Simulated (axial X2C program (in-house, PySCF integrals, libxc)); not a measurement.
**TeCN: bond lengths and stretches, held linear**

Aim: the two bond lengths and stretching wavenumbers of linear TeCN, with and without spin–orbit coupling, at PBE0, HF, TPSSh.

Computed with an in-house X2C program for linear molecules on PySCF integrals. Level: all-electron X2C, two-component (2c) or spin-free, Te dyall-v3z, C dyall-v3z, N dyall-av3z.

All values are calculated.

2 further runs of the same task are left out: 2 set aside as unsound or not needed.

**1. The job**

Contents of task.json:

```json
{
 "zs": [
  52,
  6,
  7
 ],
 "q": 0,
 "bas": [
  "dyall-v3z",
  "dyall-v3z",
  "dyall-av3z"
 ],
 "r0": [
  2.06,
  1.16
 ],
 "symm": 0,
 "scan": [
  "PBE0",
  "HF",
  "TPSSh"
 ],
 "levels": [
  "PBE0",
  "HF",
  "BHandHLYP"
 ],
 "nst": 2
}
```

Keys: zs atomic numbers; q charge; bas basis sets; r0 starting distance in Å; symm equal bonds; scan levels of the two-bond scan; levels methods; nst determinants followed.

Run with:

```console
python solin.py task.json out
```

Masses Te 129.906, C 12.000, N 14.003 u.

**2. Scan at PBE0, 2c**

State: Ω = 3/2 (beyond evenly filled blocks: ω = 3/2). Energies above the lowest point, from the job's result record:

```tsv
r(Te–C) (Å)	r(C–N) (Å)	E (meV)
1.9714	1.1300	76.82
1.9714	1.1590	25.54
1.9714	1.1880	70.00
2.0220	1.1300	47.09
2.0220	1.1590	0.00
2.0220	1.1880	49.09
2.0220	1.2169	176.45
2.0725	1.1300	65.02
2.0725	1.1590	21.24
2.0725	1.1880	73.99
2.1231	1.1590	79.52
2.1231	1.2169	269.69
```

A quadratic surface with cubic terms in each bond gives the minimum at 2.022 and 1.158 Å, force constants 2.91, 18.4 and coupling 0.40 mdyn/Å.

**3. Scan at HF, 2c**

State: Ω = 3/2 (beyond evenly filled blocks: ω = 3/2). Energies above the lowest point, from the job's result record:

```tsv
r(Te–C) (Å)	r(C–N) (Å)	E (meV)
1.9714	1.1300	51.81
1.9714	1.1590	75.57
1.9714	1.1880	177.04
2.0220	1.1300	0.00
2.0220	1.1590	30.72
2.0220	1.1880	139.92
2.0220	1.2169	299.75
2.0725	1.1300	0.44
2.0725	1.1590	36.74
2.0725	1.1880	152.49
2.1231	1.1590	83.58
2.1231	1.2169	375.34
```

A quadratic surface with cubic terms in each bond gives the minimum at 2.046 and 1.134 Å, force constants 2.85, 19.2 and coupling 0.67 mdyn/Å.

**4. Scan at TPSSh, 2c**

State: Ω = 3/2 (beyond evenly filled blocks: ω = 3/2). Energies above the lowest point, from the job's result record:

```tsv
r(Te–C) (Å)	r(C–N) (Å)	E (meV)
1.9714	1.1300	102.59
1.9714	1.1590	30.01
1.9714	1.1880	51.98
2.0220	1.1300	68.32
2.0220	1.1590	0.00
2.0220	1.1880	26.61
2.0220	1.2169	130.51
2.0725	1.1300	80.98
2.0725	1.1590	16.07
2.0725	1.1880	46.42
2.1231	1.1590	68.54
2.1231	1.2169	213.05
```

A quadratic surface with cubic terms in each bond gives the minimum at 2.027 and 1.165 Å, force constants 2.81, 17.4 and coupling 0.41 mdyn/Å.

**5. Comparison**

| level | r(Te–C) (Å) | r(C–N) (Å) | lower stretch (cm⁻¹) | upper stretch (cm⁻¹) |
| --- | --- | --- | --- | --- |
| PBE0, 2c | 2.022 | 1.158 | 471.5 | 2224.2 |
| HF, 2c | 2.046 | 1.134 | 469.0 | 2254.9 |
| TPSSh, 2c | 2.027 | 1.165 | 463.5 | 2164.2 |
| PBE0, spin-free | 2.014 | 1.159 | 479.8 | 2215.0 |
| HF, spin-free | 2.038 | 1.135 | 477.2 | 2245.6 |
| TPSSh, spin-free | 2.018 | 1.166 | 472.3 | 2153.3 |

Scans not shown above were run alike.

**Reading.** Over the levels the Te–C bond spans 2.014 to 2.046 Å and the C–N bond 1.134 to 1.166 Å. At PBE0 going from spin-free to two-component moves the bonds by +0.008 and -0.001 Å. Each state is one determinant, the lowest of a limited PBE0 search; the stretches come from a fit to few points and are good to some per cent at best. The molecule was held linear; bending was not examined, so a bent shape may lie lower. Note: functional without a current term on a determinant with orbital currents, of the molecule or an atom.
